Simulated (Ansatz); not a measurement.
# Al2H4F2: basis-set convergence

An exercise on one series of results from a longer session: the logs are not shown, and one member is left open.

Method: one geometry, several basis sets; program: Ansatz 0.2.0, Gaussian basis.

Plan: PBE0-D4/def2-SVP; ωB97M-V/def2-SVP; PBE0-D4/def2-QZVPP; ωB97M-V/def2-QZVPP; the functionals' def2-TZVPP values are taken from earlier runs.

### The relaxed structure

An earlier PBE0-D4 in a triple-zeta def2 set relaxation fixed the geometry.

SMILES `[F+]1[AlH2-][F+][AlH2-]1`, 8 atoms, charge 0, spin multiplicity 1.

Atoms are counted from 1 here; the program's logs count them from 0.

Bond lengths: F1–Al2 1.829 Å, F1–Al4 1.829 Å, Al2–F3 1.829 Å, Al2–H5 1.572 Å, Al2–H6 1.572 Å, F3–Al4 1.829 Å, Al4–H7 1.572 Å, Al4–H8 1.572 Å. Angles: Al2–F1–Al4 99.7°, F1–Al2–F3 80.3°, F1–Al2–H5 109.6°, F1–Al2–H6 109.6°, F3–Al2–H5 109.6°, F3–Al2–H6 109.6°, H5–Al2–H6 127.9°, Al2–F3–Al4 99.7°, F1–Al4–F3 80.3°, F1–Al4–H7 109.6°, F1–Al4–H8 109.6°, F3–Al4–H7 109.6°, F3–Al4–H8 109.6°, H7–Al4–H8 127.9°.

Set-up of the first run:

in.yaml

```yaml
crystal:
  periodic: [false, false, false]
  atoms:
    - {symbol: F, position_ang: [-0.713386, 0.054722, 0.937529]}
    - {symbol: Al, position_ang: [0.114416, 1.393452, 0.005792]}
    - {symbol: F, position_ang: [0.712602, -0.054644, -0.938138]}
    - {symbol: Al, position_ang: [-0.114481, -1.393453, -0.005844]}
    - {symbol: H, position_ang: [-0.948089, 2.177215, -0.847760]}
    - {symbol: H, position_ang: [1.290430, 1.984958, 0.865368]}
    - {symbol: H, position_ang: [0.948644, -2.176003, 0.848048]}
    - {symbol: H, position_ang: [-1.290147, -1.986237, -0.865004]}
basis:
  gaussian: {orbitals: def2-SVP}
hamiltonian: {xc: pbe0, dispersion: d4}
output: {orbitals: {seedname: orbitals}}
```

Run with:

```bash
$ ansatz run in.yaml --threads 4 --pin off --events-out ev --progress --plain --max-ram 10444MiB
```

Steps of the session up to this table: PBE0-D4 in def2-SVP; ωB97M-V in def2-SVP; PBE0-D4 in def2-QZVPP; ωB97M-V in def2-QZVPP.

One table of the session follows, with a row left open; its other results are not shown here.

```
functional       basis  HOMO (eV)
   PBE0-D4    def2-SVP      -8.60
   PBE0-D4  def2-TZVPP      -8.61
   PBE0-D4  def2-QZVPP      -8.61
   ωB97M-V    def2-SVP          ?
   ωB97M-V  def2-TZVPP     -10.86
   ωB97M-V  def2-QZVPP     -10.86
```

Q: Estimate the row for ωB97M-V, def2-SVP from the others.

The run gave: HOMO (eV): -10.79. In the column «HOMO (eV)» it lies between ωB97M-V, def2-QZVPP (-10.86) and PBE0-D4, def2-TZVPP (-8.61).
